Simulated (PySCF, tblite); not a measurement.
**C₇H₆NO radical: geometry, infrared bands and EPR parameters**

Aim: predict the infrared bands and EPR parameters of C₇H₆NO radical (`N#CCO[C@@H]1C[C@@]12[C]=C2`).

Computed with tblite 0.8.0 and PySCF 2.14.0, with density-fitted response routines of our own, on a single molecule in the gas phase. Atoms count from 0, in the outputs and in this text.

## Step 1: Starting geometry

15 atoms, charge 0, multiplicity 2; geometry from: force field or distance geometry start.

Bonds of the start (Å): N0–C1 1.16, C1–C2 1.46, C2–O3 1.42, O3–C4 1.41, C4–C5 1.55, C5–C6 1.41, C6–C7 1.45, C7–C8 1.35, C6–C4 1.40, C8–C6 1.40, C2–H9 1.09, C2–H10 1.10, C4–H11 1.12, C5–H12 1.12, C5–H13 1.12, C8–H14 1.12.

## Step 2: Optimising the geometry with GFN2-xTB

Job settings and geometry (Å):

```
{"job": {"kind": "relax", "xc": "GFN2-xTB", "basis": "xTB"}, "charge": 0, "multiplicity": 2}
N      2.973900    -1.166300    -0.815400
C      2.424000    -0.151800    -0.746500
C      1.733200     1.131900    -0.651700
O      0.356200     0.943400    -0.960600
C     -0.116800     0.037600     0.009700
C     -0.859300    -1.121300    -0.698000
C     -1.441000    -0.313600     0.295800
C     -2.157200    -0.586300     1.528100
C     -2.671300     0.266100     0.610800
H      2.222400     1.799900    -1.363100
H      1.840300     1.568200     0.355000
H      0.697100    -0.266400     0.720100
H     -0.317200    -2.077900    -0.498600
H     -1.121900    -0.976400    -1.773300
H     -3.566700     0.920600     0.460100
```

Launch:

```sh
OMP_NUM_THREADS=1 python probes_run.py task.json out
```

One launch serves the whole session: the jobs run in the order shown.

Output:

```text
step      E/eV     max force
  0    -672.04399    5.583
  1    -672.63088    5.486
  2    -672.46941    8.582
  3    -672.98889    1.322
  4    -673.05934    0.750
  5    -673.10235    1.108
  6    -673.13963    0.702
  7    -673.16719    0.486
  8    -673.20920    0.470
  9    -673.22779    0.428
 10    -673.24850    0.458
 11    -673.26720    0.369
 12    -673.28359    0.266
 13    -673.29635    0.223
 14    -673.30733    0.247
 15    -673.31723    0.236
 16    -673.32651    0.283
 17    -673.33585    0.293
 18    -673.34520    0.317
 19    -673.35378    0.289
 20    -673.36141    0.284
 21    -673.36892    0.340
 22    -673.37643    0.281
 23    -673.38293    0.185
 24    -673.38805    0.174
 25    -673.39228    0.185
 26    -673.39600    0.197
 27    -673.39951    0.179
 28    -673.40269    0.180
 29    -673.40551    0.123
 30    -673.40837    0.152
 31    -673.41127    0.146
 32    -673.41345    0.105
 33    -673.41470    0.082
 34    -673.41560    0.075
 35    -673.41670    0.091
 36    -673.41814    0.116
 37    -673.41982    0.138
 38    -673.42150    0.103
 39    -673.42310    0.150
 40    -673.42490    0.106
 41    -673.42714    0.118
 42    -673.42923    0.100
 43    -673.43093    0.133
 44    -673.43270    0.108
 45    -673.43440    0.098
 46    -673.43585    0.091
 47    -673.43692    0.110
 48    -673.43782    0.092
 49    -673.43872    0.084
 50    -673.43954    0.066
 51    -673.44021    0.055
 52    -673.44076    0.055
 53    -673.44133    0.069
 54    -673.44203    0.077
 55    -673.44284    0.088
 56    -673.44373    0.090
 57    -673.44483    0.083
 58    -673.44580    0.093
 59    -673.44690    0.103
 60    -673.44809    0.131
 61    -673.44964    0.149
 62    -673.45175    0.161
 63    -673.45572    0.243
 64    -673.46082    0.369
 65    -673.46723    0.275
 66    -673.46901    0.878
 67    -673.47574    0.253
 68    -673.47828    0.286
 69    -673.48169    0.214
 70    -673.48552    0.372
 71    -673.48880    0.271
 72    -673.49100    0.119
 73    -673.49254    0.117
 74    -673.49451    0.130
 75    -673.49600    0.105
 76    -673.49731    0.133
 77    -673.49858    0.231
 78    -673.49965    0.100
 79    -673.50085    0.154
 80    -673.50230    0.140
 81    -673.50343    0.118
 82    -673.50464    0.102
 83    -673.50587    0.112
 84    -673.50697    0.149
 85    -673.50796    0.116
 86    -673.50808    0.442
 87    -673.50941    0.130
 88    -673.51006    0.096
 89    -673.51168    0.087
 90    -673.51246    0.153
 91    -673.51330    0.083
 92    -673.51385    0.074
 93    -673.51429    0.054
 94    -673.51464    0.138
 95    -673.51506    0.056
 96    -673.51537    0.108
 97    -673.51568    0.054
 98    -673.51598    0.036
 99    -673.51644    0.051
100    -673.51664    0.037
101    -673.51678    0.056
102    -673.51691    0.051
103    -673.51707    0.070
104    -673.51719    0.034
105    -673.51730    0.034
106    -673.51742    0.038
107    -673.51759    0.038
108    -673.51780    0.030
109    -673.51802    0.037
110    -673.51819    0.039
111    -673.51833    0.029
112    -673.51843    0.020
113    -673.51850    0.021
114    -673.51856    0.023
115    -673.51861    0.024
116    -673.51865    0.015
117    -673.51867    0.012
118    -673.51869    0.017
119    -673.51871    0.020
120    -673.51873    0.016
121    -673.51874    0.011
122    -673.51875    0.007
```

Wall time 0.79 s (1 thread of Arm Neoverse V1, shared host).

Step by step: (not every step is listed) (the energy doesn't fall at every step)

```tsv
step	energy from step 0 (eV)	largest force (eV/Å)
0	0.0000	5.5825
1	-0.5869	5.4863
2	-0.4254	8.5818
3	-0.9449	1.3219
4	-1.0154	0.7498
5	-1.0584	1.1085
6	-1.0956	0.7021
7	-1.1232	0.4863
8	-1.1652	0.4701
18	-1.3012	0.3166
28	-1.3587	0.1801
38	-1.3775	0.1035
48	-1.3938	0.0917
58	-1.4018	0.0928
68	-1.4343	0.2859
78	-1.4557	0.1000
88	-1.4661	0.0962
98	-1.4720	0.0364
108	-1.4738	0.0305
117	-1.4747	0.0120
118	-1.4747	0.0171
119	-1.4747	0.0205
120	-1.4747	0.0158
121	-1.4747	0.0107
122	-1.4748	0.0067
```

Distances of close pairs at the start and the end, largest changes first:

```tsv
bond	before (Å)	after (Å)	change (Å)
C6–C8	1.396	1.561	+0.165
C4–C6	1.400	1.471	+0.072
C5–C6	1.407	1.471	+0.064
C7–C8	1.354	1.293	-0.061
C8–H14	1.119	1.060	-0.059
C5–H12	1.117	1.081	-0.036
C5–H13	1.116	1.082	-0.035
C4–H11	1.122	1.091	-0.031
```

The next job starts from the end point, and lists it.

## Step 3: Infrared spectrum with GFN2-xTB

Job settings and geometry (Å):

```
{"job": {"kind": "ir", "xc": "GFN2-xTB", "basis": "xTB"}, "charge": 0, "multiplicity": 2}
N      2.229676    -0.570639    -2.472919
C      2.047760     0.142870    -1.599163
C      1.780928     1.042028    -0.490495
O      0.416113     1.083216    -0.126741
C     -0.036154    -0.056024     0.544874
C     -0.502357    -1.283211    -0.244982
C     -1.462061    -0.401772     0.437674
C     -2.738094    -0.350410     1.152627
C     -2.778439     0.350320     0.066570
H      2.044691     2.061710    -0.792715
H      2.410141     0.742701     0.364006
H      0.488676    -0.237281     1.484333
H     -0.282697    -2.261265     0.160061
H     -0.447589    -1.237460    -1.324447
H     -3.175009     0.983207    -0.686253
```

Output:

```text
mode    cm-1     km/mol
  1      32.2      5.05
  2      77.9      5.41
  3     119.4      3.07
  4     173.4      3.43
  5     214.3     17.01
  6     293.1      7.16
  7     323.8      5.86
  8     365.9      1.64
  9     416.8      5.60
 10     479.3      4.23
 11     609.7      3.00
 12     655.1     14.53
 13     658.7     14.90
 14     784.2      0.64
 15     823.8     31.24
 16     839.6     22.88
 17     895.3      3.04
 18     934.9      7.15
 19     953.4      4.98
 20    1010.3     18.39
 21    1031.4      8.82
 22    1038.3     25.11
 23    1052.5     13.39
 24    1073.3      9.54
 25    1143.8     64.00
 26    1203.0     34.27
 27    1282.8     14.88
 28    1292.6     24.87
 29    1396.8     10.37
 30    1397.5      0.36
 31    1503.1     43.72
 32    1807.7     48.14
 33    2407.4    123.84
 34    2846.5     27.89
 35    2933.2     43.42
 36    2940.9      7.50
 37    3060.7      7.67
 38    3069.0      9.02
 39    3254.4      2.41
```

Run time: 0.47 s. Hardware: 1 thread of Arm Neoverse V1, shared host.

Which atoms move in the most intense modes:

```tsv
cm⁻¹	km/mol	atoms
824	31.2	H12 21 %, O3 16 %, H13 15 %, C4 13 %
1144	64.0	C4 33 %, H11 15 %, O3 15 %
1203	34.3	H10 39 %, H9 28 %, O3 14 %, C4 12 %
1503	43.7	C6 49 %, C4 15 %, C5 14 %
1808	48.1	C7 45 %, C8 35 %, C6 13 %
2407	123.8	C1 59 %, N0 40 %
2846	27.9	H10 93 %
2933	43.4	H11 89 %
```

## Step 4: EPR parameters: B3LYP/pcH-1

Settings changed since step 3:

```diff
@@ -1,2 +1,2 @@
-{"job": {"kind": "ir", "xc": "GFN2-xTB", "basis": "xTB"}, "charge": 0, "multiplicity": 2}
+{"job": {"kind": "epr", "basis": "pcH-1"}, "charge": 0, "multiplicity": 2}
 N      2.229676    -0.570639    -2.472919
```

Method: UKS B3LYP, pcH-1 on C H N O, non-relativistic, mean-field spin-orbit, GIAO.

Output:

```text
UKS, coarse grid
  cycle   1  E = -399.98284573  |g| = 5.08e-01
  cycle   2  E = -399.73628840  |g| = 9.38e-01
  cycle   3  E = -400.07696541  |g| = 1.74e-01
  cycle   4  E = -400.08771873  |g| = 7.62e-02
  cycle   5  E = -400.08988333  |g| = 2.18e-02
  cycle   6  E = -400.09010183  |g| = 5.54e-03
  cycle   7  E = -400.09012904  |g| = 3.17e-03
  cycle   8  E = -400.09014073  |g| = 1.89e-03
  cycle   9  E = -400.09014481  |g| = 1.32e-03
  cycle  10  E = -400.09014658  |g| = 5.25e-04
UKS, final grid
  cycle   1  E = -400.09016941  |g| = 7.15e-04
  cycle   2  E = -400.09016882  |g| = 1.44e-03
  cycle   3  E = -400.09016986  |g| = 1.89e-04
  cycle   4  E = -400.09016991  |g| = 1.35e-04
  cycle   5  E = -400.09016997  |g| = 9.28e-05
  cycle   6  E = -400.09016998  |g| = 3.12e-05
  cycle   7  E = -400.09016998  |g| = 7.63e-06
E = -400.09016998 Eh   <S^2> = 0.7566 (exact 0.7500)
g shifts (ppm)      1          2          3
  rmc          -161       -161       -161
  gc             11         13        -42
  oz_so        -853        633       1824
  total       -1003        486       1621
hyperfine (MHz)  atom isotope    a_iso     a_fc   dipolar eigenvalues
    0   14N       0.00       0.00     -0.04     -0.03      0.07
    1   13C       0.04       0.04     -0.18     -0.17      0.35
    2   13C      -0.48      -0.48     -0.37     -0.32      0.70
    3   17O     -11.05     -11.05     -2.42      1.08      1.34
    4   13C      -8.73      -8.73     -1.83     -0.67      2.50
    5   13C      -9.41      -9.41     -1.98      0.23      1.75
    6   13C      31.00      31.00    -29.76    -28.34     58.10
    7   13C     453.82     453.82    -56.90    -39.76     96.66
    8   13C      -3.57      -3.57    -27.61     -6.80     34.41
    9    1H       0.17       0.17     -0.62     -0.45      1.07
   10    1H       0.03       0.03     -0.76     -0.48      1.24
   11    1H      14.58      14.58     -2.64     -2.03      4.67
   12    1H      37.25      37.25     -2.49     -1.92      4.41
   13    1H      41.40      41.40     -2.72     -2.11      4.83
   14    1H       6.59       6.59    -10.02     -0.60     10.62
```

It took 85 s on 1 thread of Arm Neoverse V1, shared host; peak memory 0.97 GiB.

Principal g values 2.00132, 2.00280, 2.00394; g(iso) = 2.00269, against 2.00232 for a free electron.

Hyperfine couplings, nucleus by nucleus at this fixed geometry (no averaging over rotations):

```tsv
nuclei	isotope	a(iso) (MHz)	a(iso) (G, at g = 2.0023)	largest dipolar term (MHz)
C7	13C	453.8	161.9	96.7
H13	1H	41.4	14.8	4.8
H12	1H	37.3	13.3	4.4
C6	13C	31.0	11.1	58.1
H11	1H	14.6	5.2	4.7
O3	17O	-11.0	-3.9	-2.4
C5	13C	-9.4	-3.4	-2.0
C4	13C	-8.7	-3.1	2.5
H14	1H	6.6	2.3	10.6
C8	13C	-3.6	-1.3	34.4
C2	13C	-0.5	-0.2	0.7
H9	1H	0.2	0.1	1.1
C1	13C	0.0	0.0	0.4
H10	1H	0.0	0.0	1.2
```

Mulliken spin populations:

N0 0.00; C1 0.00; C2 0.00; O3 0.00; C4 -0.01; C5 -0.03; C6 0.27; C7 0.68; C8 0.04; H9 0.00; H10 0.00; H11 0.01; H12 0.02; H13 0.02; H14 0.00

In first order the couplings over 0.8 MHz of 1H give 16 distinct lines over 35.6 G.

The fields below are evaluated on a grid from the run's orbitals.

ELF in a plane through or near 5 of the atoms.

Values, 10 rows by 14 columns:
```
0.00 0.00 0.00 0.00 0.00 0.00 0.00 0.00 0.00 0.00 0.00 0.00 0.00 0.00
0.00 0.00 0.00 0.00 0.00 0.00 0.00 0.00 0.00 0.00 0.00 0.00 0.00 0.00
0.00 0.00 0.00 0.40 0.76 0.01 0.15 0.09 0.00 0.03 0.21 0.06 0.00 0.00
0.00 0.00 0.02 0.84 0.97 0.22 0.87 0.67 0.01 0.16 0.76 0.44 0.06 0.00
0.00 0.00 0.00 0.09 0.22 0.50 0.69 0.60 0.67 0.62 0.74 0.80 0.37 0.02
0.00 0.00 0.09 0.43 0.75 0.28 0.10 0.65 0.58 0.30 0.51 0.75 0.53 0.03
0.00 0.00 0.11 0.40 0.58 0.14 0.12 0.54 0.21 0.64 0.04 0.18 0.09 0.00
0.00 0.00 0.02 0.21 0.25 0.02 0.03 0.47 0.74 0.24 0.01 0.00 0.00 0.00
0.00 0.00 0.00 0.00 0.00 0.00 0.00 0.07 0.14 0.03 0.00 0.00 0.00 0.00
0.00 0.00 0.00 0.00 0.00 0.00 0.00 0.00 0.00 0.00 0.00 0.00 0.00 0.00
```
The map spans 11.3 Å across and 9.3 Å up, centred on the molecule. Atoms in the plane (x, y in Å): C2 (-1.9, 0.8), O3 (-0.6, 1.0), C5 (0.7, -1.2), C6 (1.6, -0.1), C7 (3.0, 0.3).

On the surface of density 0.002 e/bohr³ the electrostatic potential runs, from the 1st to the 99th percentile, from -1.60 V near N0 to 1.52 V near H14.

The spin density lies nearest to C7 60 %; C6 22 %; C8 10 %.

## Step 5: Summary of results

| quantity | value |
| --- | --- |
| strongest single infrared mode (GFN2-xTB) | 2407 cm⁻¹, 124 km/mol |
| zero-point energy (GFN2-xTB) | 66.3 kcal/mol |
| g(iso) (B3LYP) | 2.00269 |
| ⟨S²⟩ | 0.757 (exact 0.75) |
| largest a(iso) | 13C on C7, 453.8 MHz |
| surface potential, 1st and 99th percentile | -1.60 V and 1.52 V |

In words: Relaxing lowered the energy by 1.475 eV in 122 steps; the close pair that moved most is C6–C8, from 1.396 to 1.561 Å. No mode is imaginary among the 39: a minimum at this level. The strongest single mode, at 2407 cm⁻¹, moves mainly C1 and N0. Unscaled tight-binding wavenumbers are off by several per cent, some by more. Its intensities can rank the bands wrongly. The largest share of the spin, 0.68 e, sits on C7. The isotropic g lies 0.4 ppt above the free-electron value.
